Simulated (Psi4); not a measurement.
**doublet CH6GaN+ at 3 levels**

We compute a comparison of 3 runs (U-wB97X/6-31G*, UB3LYP/6-31G*, UM06-2X/6-31G*) of doublet CH6GaN+. 

Program for the calculation: Psi4 1.11.

2 further runs of the same task are left out: 2 set aside as unsound or not needed.

## 1. The molecule

CH6GaN+: 9 atoms, total charge +1, spin state doublet. SMILES of the parent species: `[CH3][GaH][NH2]`. The coordinates come from a PBE0-D4/def2-TZVP relaxation. That shape belongs to the parent species and isn't relaxed for this state.

Bond lengths: C1–Ga2 1.962 Å, Ga2–N3 1.819 Å, C1–H4 1.093 Å, C1–H5 1.093 Å, C1–H6 1.091 Å, Ga2–H7 1.566 Å, N3–H8 1.006 Å, N3–H9 1.006 Å. Some angles: C1–Ga2–N3 118.1°, C1–Ga2–H7 126.4°, N3–Ga2–H7 115.5°, Ga2–C1–H4 110.4°, Ga2–C1–H5 110.5°, Ga2–C1–H6 111.7°, Ga2–N3–H8 124.0°, Ga2–N3–H9 124.3°, H4–C1–H5 107.2°, H4–C1–H6 108.5°.

## 2. Energy and forces at U-wB97X/6-31G(d) (spherical functions) (run 1)

ch6gan.dat

```
memory 2.2 GB

molecule m {
  1 2
  C     -0.279100     0.944700    -1.124800
  Ga     0.513400    -0.531900    -0.104400
  N     -0.068200    -0.807600     1.596800
  H     -0.756000     0.568300    -2.033100
  H      0.493400     1.652200    -1.435600
  H     -1.026300     1.483500    -0.540100
  H      1.617900    -1.521300    -0.608700
  H      0.276500    -1.536600     2.197700
  H     -0.771600    -0.251300     2.052200
  symmetry c1
  no_reorient
  no_com
}

set reference uks
set puream true
set e_convergence 1e-09
set d_convergence 1e-08
set scf_type pk
set dft_radial_points 99
set dft_spherical_points 590
set maxiter 100

energy_value, wavefunction = gradient('wb97x/6-31G*', return_wfn=True)
oeprop(wavefunction, 'DIPOLE', 'WIBERG_LOWDIN_INDICES', 'MULLIKEN_CHARGES')
```

The run is started by

```sh
$ psi4 -n 1 ch6gan.dat ch6gan.out
```

ch6gan.out:

```text
[...]
  Running in c1 symmetry.
[...]
  Nuclear repulsion =  188.630644528012226
[...]
  Multiplicity = 2
[...]
  Nalpha       = 25
  Nbeta        = 24
[...]
    Number of basis functions: 72
[...]
   @UKS iter   1: -2018.82220298375182   -1.77680e+00   4.10359e-02 ADIIS/DIIS
[...]
   @UKS iter  14: -2020.72649829619945   -1.31877e-11   9.34825e-09 DIIS
[...]
   @S^2 Observed:                7.535501152E-01
[...]
  @UKS Final Energy: -2020.72649829619945
   => Energetics <=
    Nuclear Repulsion Energy =            188.6306445280122261
    One-Electron Energy =               -3176.2123360753948873
    Two-Electron Energy =                1035.8318123060712423
    DFT Exchange-Correlation Energy =     -68.9766190548881752
    Empirical Dispersion Energy =           0.0000000000000000
    VV10 Nonlocal Energy =                  0.0000000000000000
    Total Energy =                      -2020.7264982961994519
[...]
  -Total Gradient:
     Atom            X                  Y                   Z
    ------   -----------------  -----------------  -----------------
       1        0.003000466986     0.003923090436    -0.013183514500
       2       -0.030063273141    -0.019045506767     0.096613781264
       3        0.016873351516     0.008678711336    -0.050619860213
       4       -0.000147479891     0.003311741325     0.000369886082
       5       -0.003120246633     0.000753743206    -0.001027829419
       6        0.001793069730    -0.002706875920     0.001156133073
       7        0.003548574655     0.001070038881    -0.009282997089
       8       -0.005767551121     0.014091561195    -0.013440551297
       9        0.013787827102    -0.010067179896    -0.010403652578
[...]
 Multipole Moments:
 ------------------------------------------------------------------------------------
     Multipole            Electronic (a.u.)      Nuclear  (a.u.)        Total (a.u.)
 ------------------------------------------------------------------------------------
 L = 1.  Multiply by 2.5417464519 to convert [e a0] to [Debye]
 Dipole X            :        -25.7660713           25.6951730           -0.0708983
 Dipole Y            :         29.3411644          -30.3850953           -1.0439309
 Dipole Z            :          0.4704866            1.5586461            2.0291327
 Magnitude           :                                                    2.2830239
[...]
  Mulliken Charges: (a.u.)
   Center  Symbol    Alpha    Beta     Spin     Total
       1     C     3.29805  3.30030 -0.00225 -0.59836
       2    GA    15.35129 15.34965  0.00163  0.29906
       3     N     4.26811  3.20613  1.06198 -0.47424
       4     H     0.37716  0.37560  0.00156  0.24724
       5     H     0.37710  0.37557  0.00153  0.24733
       6     H     0.39389  0.39380  0.00008  0.21231
       7     H     0.43048  0.43370 -0.00321  0.13582
       8     H     0.25084  0.28148 -0.03064  0.46767
       9     H     0.25308  0.28375 -0.03068  0.46317
   Total alpha = 25.00000, Total beta = 24.00000, Total charge =  1.00000
[...]
```

Run time: 23 s. Hardware: 1 thread of Intel Xeon 6975P-C (Granite Rapids), shared host; peak memory 1.1 GiB.

## 3. Energy and forces at UB3LYP/6-31G(d) (spherical functions) (run 2)

ch6gan.py

```python
import psi4

psi4.set_memory('2200 MB')
psi4.set_num_threads(1)
psi4.set_output_file('run.log', False)

molecule = psi4.geometry("""
1 2
C     -0.279100     0.944700    -1.124800
Ga     0.513400    -0.531900    -0.104400
N     -0.068200    -0.807600     1.596800
H     -0.756000     0.568300    -2.033100
H      0.493400     1.652200    -1.435600
H     -1.026300     1.483500    -0.540100
H      1.617900    -1.521300    -0.608700
H      0.276500    -1.536600     2.197700
H     -0.771600    -0.251300     2.052200
units angstrom
symmetry c1
no_reorient
no_com
""")

psi4.set_options({
    'reference': 'uks',
    'puream': True,
    'e_convergence': 1e-09,
    'd_convergence': 1e-08,
    'scf_type': 'pk',
    'dft_radial_points': 99,
    'dft_spherical_points': 590,
    'maxiter': 100,
})

energy_value = psi4.gradient('b3lyp/6-31G*', molecule=molecule)
print('gradient / Eh bohr^-1')
print(energy_value.np.round(6))
for k, v in sorted(psi4.core.scalar_variables().items()):
    print(f'{k:45s} {v:18.10f}')
```

The run is started by

```sh
$ python ch6gan.py
```

run.log (excerpt; [...] marks lines left out):

```text
[...]
  Running in c1 symmetry.
[...]
  Nuclear repulsion =  188.630644528012226
[...]
  Multiplicity = 2
[...]
  Nalpha       = 25
  Nbeta        = 24
[...]
    Number of basis functions: 72
[...]
   @UKS iter   1: -2018.80078315424248   -1.40653e+00   4.16079e-02 ADIIS/DIIS
[...]
   @UKS iter  18: -2020.75686720343197    4.54747e-13   1.59783e-09 DIIS
[...]
   @S^2 Observed:                7.531478296E-01
[...]
  @UKS Final Energy: -2020.75686720343197
   => Energetics <=
    Nuclear Repulsion Energy =            188.6306445280122261
    One-Electron Energy =               -3176.2780736005975086
    Two-Electron Energy =                1038.8736845934722623
    DFT Exchange-Correlation Energy =     -71.9831227243186191
    Empirical Dispersion Energy =           0.0000000000000000
    VV10 Nonlocal Energy =                  0.0000000000000000
    Total Energy =                      -2020.7568672034319661
[...]
 Multipole Moments:
 ------------------------------------------------------------------------------------
     Multipole            Electronic (a.u.)      Nuclear  (a.u.)        Total (a.u.)
 ------------------------------------------------------------------------------------
 L = 1.  Multiply by 2.5417464519 to convert [e a0] to [Debye]
 Dipole X            :        -25.7767618           25.6951730           -0.0815888
 Dipole Y            :         29.3901621          -30.3850953           -0.9949333
 Dipole Z            :          0.4041805            1.5586461            1.9628266
 Magnitude           :                                                    2.2020983
[...]
  -Total Gradient:
     Atom            X                  Y                   Z
    ------   -----------------  -----------------  -----------------
       1        0.005857905354    -0.000726118904    -0.010750007307
       2       -0.031532417382    -0.016986162525     0.095941851965
       3        0.017280343710     0.009110356244    -0.052218263612
       4       -0.000045893384     0.003784437645     0.001174926205
       5       -0.003922260936     0.000449112005    -0.000656342235
       6        0.001905593159    -0.002610483996     0.000755056142
       7        0.001862943123     0.002608292787    -0.008573050035
       8       -0.006124821277     0.015074738793    -0.014469813615
       9        0.014726744149    -0.010715060201    -0.011201590718
[...]
```

Standard output:

```text
gradient / Eh bohr^-1
[[ 5.8580e-03 -7.2600e-04 -1.0750e-02]
 [-3.1532e-02 -1.6986e-02  9.5942e-02]
 [ 1.7280e-02  9.1100e-03 -5.2218e-02]
 [-4.6000e-05  3.7840e-03  1.1750e-03]
 [-3.9220e-03  4.4900e-04 -6.5600e-04]
 [ 1.9060e-03 -2.6100e-03  7.5500e-04]
 [ 1.8630e-03  2.6080e-03 -8.5730e-03]
 [-6.1250e-03  1.5075e-02 -1.4470e-02]
 [ 1.4727e-02 -1.0715e-02 -1.1202e-02]]
CURRENT ENERGY                                  -2020.7568672034
CURRENT REFERENCE ENERGY                        -2020.7568672034
DD SOLVATION ENERGY                                 0.0000000000
DFT FUNCTIONAL TOTAL ENERGY                     -2020.7568672034
DFT TOTAL ENERGY                                -2020.7568672034
DFT VV10 ENERGY                                     0.0000000000
DFT XC ENERGY                                     -71.9831227243
GRID ELECTRONS ALPHA                               24.9999999374
GRID ELECTRONS BETA                                23.9999999324
GRID ELECTRONS TOTAL                               48.9999998698
NUCLEAR REPULSION ENERGY                          188.6306445280
ONE-ELECTRON ENERGY                             -3176.2780736006
PCM POLARIZATION ENERGY                             0.0000000000
PE ENERGY                                           0.0000000000
SCF ITERATION ENERGY                            -2020.7568672034
SCF ITERATIONS                                     18.0000000000
SCF TOTAL ENERGY                                -2020.7568672034
TWO-ELECTRON ENERGY                              1038.8736845935
XC GRID RADIAL POINTS                              99.0000000000
XC GRID SPHERICAL POINTS                          590.0000000000
XC GRID TOTAL POINTS                           501244.0000000000
```

Wall time 24 s (1 thread of Intel Xeon 6975P-C (Granite Rapids), shared host); peak memory 1.1 GiB.

## 4. A single-point energy at UM06-2X/6-31G(d) (spherical functions) (run 3)

ch6gan.json

```json
{
  "schema_name": "qcschema_input",
  "schema_version": 1,
  "molecule": {
    "schema_name": "qcschema_molecule",
    "schema_version": 2,
    "symbols": ["C", "Ga", "N", "H", "H", "H", "H", "H", "H"],
    "geometry": [-0.52742256, 1.78522427, -2.12556394, 0.97018539, -1.00514533, -0.19728741, -0.12887932, -1.52614282, 3.01751468, -1.42863295, 1.07393136, -3.84200218, 0.93239087, 3.1222055, -2.71289082, -1.93942592, 2.80340871, -1.02064108, 3.0573879, -2.87484035, -1.15027629, 0.52250927, -2.90375316, 4.1530511, -1.45811268, -0.47488818, 3.87809595],
    "molecular_charge": 1,
    "molecular_multiplicity": 2,
    "fix_symmetry": "c1"
  },
  "driver": "energy",
  "model": {
    "method": "m06-2x",
    "basis": "6-31G*"
  },
  "keywords": {
    "reference": "uks",
    "puream": true,
    "e_convergence": 1e-09,
    "d_convergence": 1e-08,
    "scf_type": "pk",
    "dft_radial_points": 99,
    "dft_spherical_points": 590,
    "maxiter": 100,
    "scf_properties": ["MULLIKEN_CHARGES", "LOWDIN_CHARGES", "DIPOLE"]
  }
}
```

The run is started by

```sh
$ psi4 --qcschema ch6gan.json -n 1 --memory 2200MB
```

stdout (excerpt; [...] marks lines left out):

```text
[...]
  Running in c1 symmetry.
[...]
  Nuclear repulsion =  188.630644604394490
[...]
  Multiplicity = 2
[...]
  Nalpha       = 25
  Nbeta        = 24
[...]
    Number of basis functions: 72
[...]
   @UKS iter   1: -2018.84574797978144   -1.90822e+00   3.97574e-02 ADIIS/DIIS
[...]
   @UKS iter  14: -2020.64008741513499   -1.81899e-12   5.05624e-09 DIIS
[...]
   @S^2 Observed:                7.532507895E-01
[...]
  @UKS Final Energy: -2020.64008741513499
   => Energetics <=
    Nuclear Repulsion Energy =            188.6306446043944902
    One-Electron Energy =               -3177.1763329741461348
    Two-Electron Energy =                1010.1853154754868456
    DFT Exchange-Correlation Energy =     -42.2797145208700442
    Empirical Dispersion Energy =           0.0000000000000000
    VV10 Nonlocal Energy =                  0.0000000000000000
    Total Energy =                      -2020.6400874151349853
[...]
 Multipole Moments:
 ------------------------------------------------------------------------------------
     Multipole            Electronic (a.u.)      Nuclear  (a.u.)        Total (a.u.)
 ------------------------------------------------------------------------------------
 L = 1.  Multiply by 2.5417464519 to convert [e a0] to [Debye]
 Dipole X            :          2.5745109           -3.2328397           -0.6583288
 Dipole Y            :         -3.8937352            3.5222632           -0.3714720
 Dipole Z            :          1.6877614            0.3457456            2.0335070
 Magnitude           :                                                    2.1694559
[...]
  Mulliken Charges: (a.u.)
   Center  Symbol    Alpha    Beta     Spin     Total
       1     C     3.34107  3.34191 -0.00084 -0.68298
       2    GA    15.26260 15.26022  0.00239  0.47718
       3     N     4.30373  3.23464  1.06909 -0.53838
       4     H     0.37694  0.37507  0.00187  0.24799
       5     H     0.37688  0.37504  0.00184  0.24808
       6     H     0.39394  0.39360  0.00033  0.21246
       7     H     0.45132  0.45367 -0.00236  0.09501
       8     H     0.24560  0.28174 -0.03614  0.47267
       9     H     0.24793  0.28410 -0.03618  0.46797
   Total alpha = 25.00000, Total beta = 24.00000, Total charge =  1.00000
[...]
```

The result, in JSON:

```text
{
 "driver": "energy",
 "model": {
  "method": "m06-2x",
  "basis": "6-31G*"
 },
 "success": true,
 "return_result": -2020.640087415135,
 "properties": {
  "calcinfo_nbasis": 72,
  "calcinfo_nmo": 72,
  "calcinfo_nalpha": 25,
  "calcinfo_nbeta": 24,
  "calcinfo_natom": 9,
  "nuclear_repulsion_energy": 188.6306446043945,
  "return_energy": -2020.640087415135,
  "scf_one_electron_energy": -3177.176332974146,
  "scf_two_electron_energy": 1010.1853154754868,
  "scf_xc_energy": -42.279714520870044,
  "scf_dipole_moment": [-0.658328804328006, -0.37147199729883296, 2.0335069647856967],
  "scf_total_energy": -2020.640087415135,
  "scf_iterations": 14
 }
}
```

Run time: 30 s. Hardware: 1 thread of Intel Xeon 6975P-C (Granite Rapids), shared host; peak memory 1.3 GiB.

## 5. All runs side by side

```
run                                 level      task   energy (Eh)  HOMO energy (eV)  LUMO energy (eV)   ⟨S²⟩  wall time
  1  U-wB97X/6-31G* (spherical functions)  gradient  -2020.726498            -15.55             -9.48  0.754       23 s
  2   UB3LYP/6-31G* (spherical functions)  gradient  -2020.756867            -12.96            -12.18  0.753       24 s
  3  UM06-2X/6-31G* (spherical functions)    energy  -2020.640087            -14.26            -10.51  0.753       30 s
```

## 6. Outcome

| quantity | value |
| --- | --- |
| run 3: total energy | -2020.64009 Eh |
| run 3: HOMO energy (highest over α and β) | -14.26 eV |
| run 3: LUMO energy (lowest over α and β) | -10.51 eV |
| run 3: ⟨S²⟩ | 0.753 |

Totals of different functionals can't be ranked against each other. All runs together took 77 s, the longest 30 s.
